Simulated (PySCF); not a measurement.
**Cl3HOZr: electronic structure in real space**

Aim: take Cl3HOZr and analyse its density (charges, bond critical points, surface potential), see where an electron leaves and enters and measure its response to a uniform field.

Method: levels as typed in each script, gas phase, geometry from GFN2-xTB; program: PySCF 2.14.0.

## Step 1: Starting geometry

6 atoms, charge 0, spin multiplicity 1.

Bond lengths: O1–Zr2 1.821 Å, O1–H6 0.960 Å, Zr2–Cl3 2.263 Å, Zr2–Cl4 2.263 Å, Zr2–Cl5 2.263 Å. Angles: Zr2–O1–H6 179.5°, O1–Zr2–Cl3 116.2°, O1–Zr2–Cl4 116.4°, O1–Zr2–Cl5 116.7°, Cl3–Zr2–Cl4 101.7°, Cl3–Zr2–Cl5 101.7°, Cl4–Zr2–Cl5 101.7°.

Coordinates:

```mol
Cl3HOZr
  3D, bonds by distance, orders not assigned

  6  5  0  0  0  0  0  0  0  0999 V2000
   -0.0224    0.0020    2.1607 O   0  0
   -0.0014    0.0001    0.3400 Zr  0  0
   -1.3526    1.5037   -0.6770 Cl  0  0
   -0.6186   -1.9284   -0.6700 Cl  0  0
    1.9874    0.4233   -0.6534 Cl  0  0
   -0.0422    0.0029    3.1200 H   0  0
  1  2  8  0
  2  3  8  0
  2  4  8  0
  2  5  8  0
  1  6  8  0
M  END
```

## Step 2: Density, bond paths and surface potential (B3LYP/def2-svpd)

The input, input.py:

```python
import numpy as np
from pyscf import gto, scf, dft
from pyscf.scf import atom_ks, atom_hf
from scipy.linalg import block_diag

def solve(mol, dm0=None, hcore=None):
    mf = (dft.UKS if mol.spin else dft.RKS)(mol, xc='b3lyp')
    mf.grids.level = 3
    mf = mf.density_fit(auxbasis='def2-universal-jkfit')
    mf.conv_tol, mf.max_cycle = 1e-8, 80
    if hcore is not None:
        mf.get_hcore = lambda *args: hcore
    mf.kernel(dm0)
    if not mf.converged:
        mf = mf.newton().run(mf.mo_coeff, mf.mo_occ, max_cycle=30)
    assert mf.converged, 'SCF not converged'
    return mf

mol = gto.M(atom='''
O     -0.02243     0.00204     2.16073
Zr    -0.00135     0.00008     0.34003
Cl    -1.35264     1.50375    -0.67703
Cl    -0.61857    -1.92836    -0.66999
Cl     1.98742     0.42328    -0.65339
H     -0.04223     0.00289     3.12005
''', basis='def2-svpd', ecp={'Zr': 'def2-svpd'}, charge=0, spin=0, verbose=4)
mf = solve(mol)
mf.analyze()
# spherically averaged free atoms, for the promolecule
atom_ks.AtomSphAverageRKS.init_guess_by_vsap = lambda self, mol=None: self.init_guess_by_minao(mol)  # core potentials
atm = atom_ks.get_atm_nrks(mol, xc='b3lyp')
pro = block_diag(*[(atm[a[0]][2] * atm[a[0]][3]) @ atm[a[0]][2].T for a in mol._atom])
np.savez('result.npz', e=mf.e_tot, c=mf.mo_coeff, occ=mf.mo_occ, eps=mf.mo_energy, pro=pro, dip=mf.dip_moment(verbose=0), s2=mf.spin_square()[0])
```

Run with:

```sh
$ OMP_NUM_THREADS=1 python input.py
```

## Step 4: Removing and adding an electron (B3LYP/def2-svpd)

Edit input.py of step 2 so:

```diff
@@ -27,3 +27,12 @@
 mf = solve(mol)
-mf.analyze()
+out = dict(e0=mf.e_tot, dm0=mf.make_rdm1(), c=mf.mo_coeff, occ=mf.mo_occ, eps=mf.mo_energy)
+for name, dq, spin in [('cation', 1, 1)]:
+    ion = mol.copy().set(charge=mol.charge + dq, spin=spin).build()
+    mi = solve(ion)
+    if spin and dq > 0 and mol.nao < 130:
+        c, _, stable, _ = mi.stability(return_status=True)
+        if not stable:
+            mi = solve(ion, mi.make_rdm1(c, mi.mo_occ))
+    print(name, 'vertical energy change / eV', (mi.e_tot - mf.e_tot) * 27.211386)
+    out.update({'e_' + name: mi.e_tot, 'dm_' + name: mi.make_rdm1(), 's2_' + name: mi.spin_square()[0], 'eps_' + name: mi.mo_energy, 'occ_' + name: mi.mo_occ})
 # spherically averaged free atoms, for the promolecule
@@ -32,2 +41,2 @@
 pro = block_diag(*[(atm[a[0]][2] * atm[a[0]][3]) @ atm[a[0]][2].T for a in mol._atom])
-np.savez('result.npz', e=mf.e_tot, c=mf.mo_coeff, occ=mf.mo_occ, eps=mf.mo_energy, pro=pro, dip=mf.dip_moment(verbose=0), s2=mf.spin_square()[0])
+np.savez('result.npz', pro=pro, **out)
```

## Step 6: Response to an electric field (B3LYP/def2-svpd)

Edit input.py of step 4 so:

```diff
@@ -26,13 +26,10 @@
 ''', basis='def2-svpd', ecp={'Zr': 'def2-svpd'}, charge=0, spin=0, verbose=4)
+field = np.array([0.004, 0.0, 0.0])  # atomic units
+mol.set_common_orig(mol.atom_charges() @ mol.atom_coords() / mol.atom_charges().sum())
 mf = solve(mol)
-out = dict(e0=mf.e_tot, dm0=mf.make_rdm1(), c=mf.mo_coeff, occ=mf.mo_occ, eps=mf.mo_energy)
-for name, dq, spin in [('cation', 1, 1)]:
-    ion = mol.copy().set(charge=mol.charge + dq, spin=spin).build()
-    mi = solve(ion)
-    if spin and dq > 0 and mol.nao < 130:
-        c, _, stable, _ = mi.stability(return_status=True)
-        if not stable:
-            mi = solve(ion, mi.make_rdm1(c, mi.mo_occ))
-    print(name, 'vertical energy change / eV', (mi.e_tot - mf.e_tot) * 27.211386)
-    out.update({'e_' + name: mi.e_tot, 'dm_' + name: mi.make_rdm1(), 's2_' + name: mi.spin_square()[0], 'eps_' + name: mi.mo_energy, 'occ_' + name: mi.mo_occ})
+out = dict(dm0=mf.make_rdm1(), d0=mf.dip_moment(unit='AU'), e0=mf.e_tot)
+for name, sign in (('p', 1), ('m', -1)):
+    h = mf.get_hcore() + sign * np.einsum('x,xij->ij', field, mol.intor('int1e_r'))
+    mi = solve(mol, mf.make_rdm1(), h)
+    out.update({'dm' + name: mi.make_rdm1(), 'd' + name: mi.dip_moment(unit='AU'), 'e' + name: mi.e_tot})
 # spherically averaged free atoms, for the promolecule
```

(Steps that only read results are left out.)

What does the calculation give? Wanted: dipole moment; HOMO, LUMO; vertical ionisation energy; polarisability along the field.

As calculated:

| quantity | value |
| --- | --- |
| dipole moment (B3LYP/def2-svpd) | 3.79 D |
| HOMO, LUMO (B3LYP/def2-svpd) | -8.90, -1.92 eV |
| vertical ionisation energy (B3LYP/def2-svpd) | 11.01 eV |
| polarisability along the field (B3LYP/def2-svpd) | 84.9 bohr³ |

At B3LYP/def2-svpd: The highest Hirshfeld charge is on Zr2 (+0.64 e), the lowest on O1 (−0.33 e). The ionisation energy from two SCF runs, 11.01 eV, lies 2.1 eV above −ε(HOMO) = 8.90 eV of the same level, B3LYP/def2-svpd, since self-interaction lifts this functional's HOMO. The geometry was not optimised at these levels.
